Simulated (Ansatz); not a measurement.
# Alloy of SrZrO3 and SrHfO3 (7 of 8 Zr sites exchanged), 40 atoms

How does this alloy cell relax, and what gap do PBEsol give?

Method: density functional theory in Ansatz 0.2.0, PAW datasets, plane waves.

## (1) Starting point

40 atoms (8 Sr, 7 Hf, 1 Zr, 24 O); a = 8.217 Å, b = 8.217 Å, c = 8.217 Å, α = 90.00°, β = 90.00°, γ = 90.00°. All atoms were shaken off their sites by about 0.02 Å along each axis.

Steps to follow: (2) PBEsol cell relaxation at the single k point (¼, ¼, ¼), on 1 × NVIDIA GB300 Max-Q with 8 threads of Arm Neoverse-V2.

## (2) PBEsol relaxation of the cell and the positions

File in.yaml:

```yaml
crystal:
  lattice:
    - [8.216996, 0.000000, 0.000000]
    - [0.000000, 8.216996, 0.000000]
    - [0.000000, 0.000000, 8.216996]
  atoms:
    - { symbol: Sr, position: [0.000244, 0.000243, 0.002802] }
    - { symbol: Sr, position: [0.002248, 0.997668, 0.498271] }
    - { symbol: Sr, position: [0.998966, 0.500566, 0.005725] }
    - { symbol: Sr, position: [0.999333, 0.500093, 0.500663] }
    - { symbol: Sr, position: [0.502081, 0.002258, 0.000742] }
    - { symbol: Sr, position: [0.498928, 0.999493, 0.500379] }
    - { symbol: Sr, position: [0.501594, 0.499116, 0.999105] }
    - { symbol: Sr, position: [0.502622, 0.504460, 0.499539] }
    - { symbol: Hf, position: [0.250781, 0.256948, 0.253120] }
    - { symbol: Hf, position: [0.247811, 0.250954, 0.750967] }
    - { symbol: Hf, position: [0.249771, 0.746913, 0.246081] }
    - { symbol: Hf, position: [0.249727, 0.751251, 0.752130] }
    - { symbol: Hf, position: [0.749248, 0.253027, 0.748695] }
    - { symbol: Hf, position: [0.748418, 0.753530, 0.250176] }
    - { symbol: Hf, position: [0.750973, 0.747267, 0.750119] }
    - { symbol: Zr, position: [0.749677, 0.245263, 0.248692] }
    - { symbol: O, position: [0.249475, 0.247073, 0.003882] }
    - { symbol: O, position: [0.248349, 0.251604, 0.500854] }
    - { symbol: O, position: [0.245952, 0.749411, 0.002365] }
    - { symbol: O, position: [0.253426, 0.752749, 0.502607] }
    - { symbol: O, position: [0.750570, 0.248202, 0.998796] }
    - { symbol: O, position: [0.751409, 0.251393, 0.500128] }
    - { symbol: O, position: [0.751599, 0.749843, 0.003212] }
    - { symbol: O, position: [0.752696, 0.745324, 0.503681] }
    - { symbol: O, position: [0.998110, 0.251338, 0.252687] }
    - { symbol: O, position: [0.001022, 0.248620, 0.759044] }
    - { symbol: O, position: [0.002210, 0.743401, 0.249926] }
    - { symbol: O, position: [0.999900, 0.751898, 0.749626] }
    - { symbol: O, position: [0.497882, 0.247269, 0.252339] }
    - { symbol: O, position: [0.501855, 0.250055, 0.747478] }
    - { symbol: O, position: [0.497995, 0.749875, 0.251992] }
    - { symbol: O, position: [0.495733, 0.751097, 0.751490] }
    - { symbol: O, position: [0.247849, 0.999362, 0.251853] }
    - { symbol: O, position: [0.249745, 0.003155, 0.753112] }
    - { symbol: O, position: [0.251574, 0.496113, 0.251861] }
    - { symbol: O, position: [0.248536, 0.499310, 0.751120] }
    - { symbol: O, position: [0.752623, 0.998807, 0.250058] }
    - { symbol: O, position: [0.749938, 0.996719, 0.746575] }
    - { symbol: O, position: [0.752383, 0.501450, 0.251244] }
    - { symbol: O, position: [0.751396, 0.498821, 0.745769] }
  symmetry: { detect: false }
kpoints:
  mp_grid: { grid: [1, 1, 1], shift: [0.25, 0.25, 0.25] }
hamiltonian:
  xc: pbesol
scf:
  occupations: { method: fermi_dirac, width: 0.01 }
relax:
  f_tol: 0.03
  max_steps: 80
  escape_saddle: false
  adjacent_minimum: "off"
  cell: { fix: [shape] }
output:
  forces: true
  eigenvalues: true
  populations: true
```

Started as:

```bash
ansatz run in.yaml --threads 8 --pin off --max-ram 118750MiB --runs-dir r --events-out ev --progress --plain --backend cuda --devices 0,
```

What does the calculation give? Wanted: for each run, top filled to lowest empty.

The runs gave:

```
             level        time  top filled to lowest empty (eV)
PBEsol, relaxation  14 s (GPU)                             4.73
```

```
     quantity                                                                      value
   relaxation                                          11 recorded steps, 2.20 eV gained
largest shift                                                               0.45 Å (O25)
 relaxed cell  a = 8.143 Å, b = 8.143 Å, c = 8.143 Å, α = 90.00°, β = 90.00°, γ = 90.00°
   mean bonds                                       Hf–O 2.079, O–Sr 2.691, O–Zr 2.088 Å
```

The relaxation lowers the energy by 2.20 eV; the largest shift is 0.45 Å (O25), while the volume changes by -2.7 %. The mean lengths of the listed bonds run from Hf–O 2.08 Å to O–Sr 2.69 Å. With one k point the spacing samples only the states that fold onto it, so it can exceed the gap over the zone.
